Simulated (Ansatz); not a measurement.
**C₂H₇AlClN: how energies converge with the basis set**

An exercise on one series of results from a longer session: the logs are not shown, and one member is left open.

Program: Ansatz 0.2.0, Gaussian basis. Level of theory: one geometry, several basis sets. These are calculated values, not measurements.

Plan: PBE0-D4/def2-SVP; ωB97M-V/def2-SVP; PBE0-D4/def2-QZVPP; ωB97M-V/def2-QZVPP; the functionals' def2-TZVPP values are taken from earlier runs.

## Structure used throughout

An earlier PBE0-D4 in a triple-zeta def2 set relaxation fixed the geometry.

SMILES `C[N](C)[AlH][Cl]`, 12 atoms, charge 0, spin multiplicity 1.

Atoms are counted from 1 here; the program's logs count them from 0.

Bond lengths: C1–N2 1.443 Å, C1–H6 1.099 Å, C1–H7 1.091 Å, C1–H8 1.099 Å, N2–C3 1.444 Å, N2–Al4 1.762 Å, C3–H9 1.093 Å, C3–H10 1.099 Å, C3–H11 1.099 Å, Al4–Cl5 2.101 Å, Al4–H12 1.571 Å. Angles: N2–C1–H6 111.3°, N2–C1–H7 110.8°, N2–C1–H8 111.3°, H6–C1–H7 108.0°, H6–C1–H8 107.3°, H7–C1–H8 108.0°, C1–N2–C3 112.7°, C1–N2–Al4 125.6°, C3–N2–Al4 121.7°, N2–C3–H9 110.9°, N2–C3–H10 111.5°, N2–C3–H11 111.5°, H9–C3–H10 107.7°, H9–C3–H11 107.7°, H10–C3–H11 107.3°, N2–Al4–Cl5 118.1°, N2–Al4–H12 120.9°, Cl5–Al4–H12 121.0°.

Set-up of the first run:

in.yaml reads:

```yaml
crystal:
  periodic: [false, false, false]
  atoms:
    - {symbol: C, position_ang: [-0.807548, 1.104029, 0.245812]}
    - {symbol: N, position_ang: [0.054672, -0.021701, -0.022268]}
    - {symbol: C, position_ang: [-0.447252, -1.253328, 0.540891]}
    - {symbol: Al, position_ang: [1.564577, 0.035750, -0.928977]}
    - {symbol: Cl, position_ang: [2.189094, 1.888318, -1.697449]}
    - {symbol: H, position_ang: [-0.924633, 1.269815, 1.325750]}
    - {symbol: H, position_ang: [-0.400712, 2.016998, -0.192650]}
    - {symbol: H, position_ang: [-1.812010, 0.946443, -0.170936]}
    - {symbol: H, position_ang: [0.226735, -2.085728, 0.320907]}
    - {symbol: H, position_ang: [-1.436332, -1.507829, 0.135419]}
    - {symbol: H, position_ang: [-0.548691, -1.184875, 1.632904]}
    - {symbol: H, position_ang: [2.419000, -1.262992, -1.155504]}
basis:
  gaussian: {orbitals: def2-SVP}
hamiltonian: {xc: pbe0, dispersion: d4}
output: {orbitals: {seedname: orbitals}}
```

Started as:

```bash
ansatz run in.yaml --threads 4 --pin off --events-out ev --progress --plain --max-ram 10444MiB
```

Steps of the session up to this table: PBE0-D4 in def2-SVP; ωB97M-V in def2-SVP; PBE0-D4 in def2-QZVPP; ωB97M-V in def2-QZVPP.

One table of the session follows, with a row left open; its other results are not shown here.

| functional | basis | HOMO (eV) |
| --- | --- | --- |
| PBE0-D4 | def2-SVP | -6.59 |
| PBE0-D4 | def2-TZVPP | -6.67 |
| PBE0-D4 | def2-QZVPP | ? |
| ωB97M-V | def2-SVP | -8.85 |
| ωB97M-V | def2-TZVPP | -8.95 |
| ωB97M-V | def2-QZVPP | -8.97 |

Estimate the missing values for PBE0-D4, def2-QZVPP.

The run gave: HOMO (eV): -6.69. In the column «HOMO (eV)» it lies between ωB97M-V, def2-SVP (-8.85) and PBE0-D4, def2-TZVPP (-6.67).
